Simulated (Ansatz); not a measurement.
Crystal: HfGe.

```
Hf Ge
1.0
     3.93351    0.00000    0.00000
    -1.96675    3.40652    0.00000
     0.00000    0.00000    3.50962
Hf Ge
1 1
Cartesian
  0.0000 0.0000 1.7548
  0.0000 2.2710 1.7548
```

The cell was built by a generator and needn't be a form met in nature.

```yaml
Program: Ansatz 0.2.0
Task: relaxation of cell and atoms
Functional: HF
Potentials_or_basis: Ansatz PAW
Cutoff: "420 eV (not typed: the program's choice for these potentials)"
k_mesh: 4 × 4 × 4
Occupations: fermi-dirac, width 0.05 eV
Spin: no spin polarisation
```

At the start: volume 23.51 Å³/atom.

How do energy, volume and symmetry change on relaxing?

It ends after 12 steps and the volume is 33.29 Å³/atom (+41.6 %); space group P-6m2 (No. 187, to 0.05 Å).

Step by step:
| step | energy change (eV) | largest force (eV/Å) | volume (Å³) |
| --- | --- | --- | --- |
| 1 | 0.0000 | 0.0000 | 47.03 |
| 2 | -1.9029 | 0.0000 | 51.59 |
| 3 | -3.0207 | 0.0000 | 56.34 |
| 4 | -3.6045 | 0.0000 | 60.58 |
| 5 | -3.7920 | 0.0000 | 61.29 |
| 6 | -3.8016 | 0.0000 | 62.97 |
| 7 | -3.8020 | 0.0000 | 63.01 |
| 8 | -3.9988 | 0.0000 | 63.01 |
| 9 | -4.0368 | 0.0000 | 65.24 |
| 10 | -4.0405 | 0.0000 | 66.61 |
| 11 | -4.0405 | 0.0000 | 66.57 |
| 12 | -4.0467 | 0.0000 | 66.57 |

Final structure:
```cif
data_structure
_symmetry_space_group_name_H-M 'P 1'
_symmetry_Int_Tables_number 1
_cell_length_a 4.8045
_cell_length_b 4.8045
_cell_length_c 3.3302
_cell_angle_alpha 90.000
_cell_angle_beta 90.000
_cell_angle_gamma 120.000
_cell_volume 66.57
loop_
_atom_site_label
_atom_site_type_symbol
_atom_site_fract_x
_atom_site_fract_y
_atom_site_fract_z
_atom_site_occupancy
Hf1 Hf 0.00000 0.00000 0.50000 1
Ge1 Ge 0.33333 0.66667 0.50000 1
```

Caveat: the k mesh is coarse (spacing up to 0.46 Å⁻¹), so the values aren't converged, least of all with exact exchange; the volume moved by over 15 % at a fixed basis, so the end points are rough; the plane-wave basis is chosen anew once the cell has moved, so the energies of steps on either side of that aren't comparable; the PAW data sets come from PBE, with cores solved anew for the run's functional, which leaves a small shift of forces and pressure.
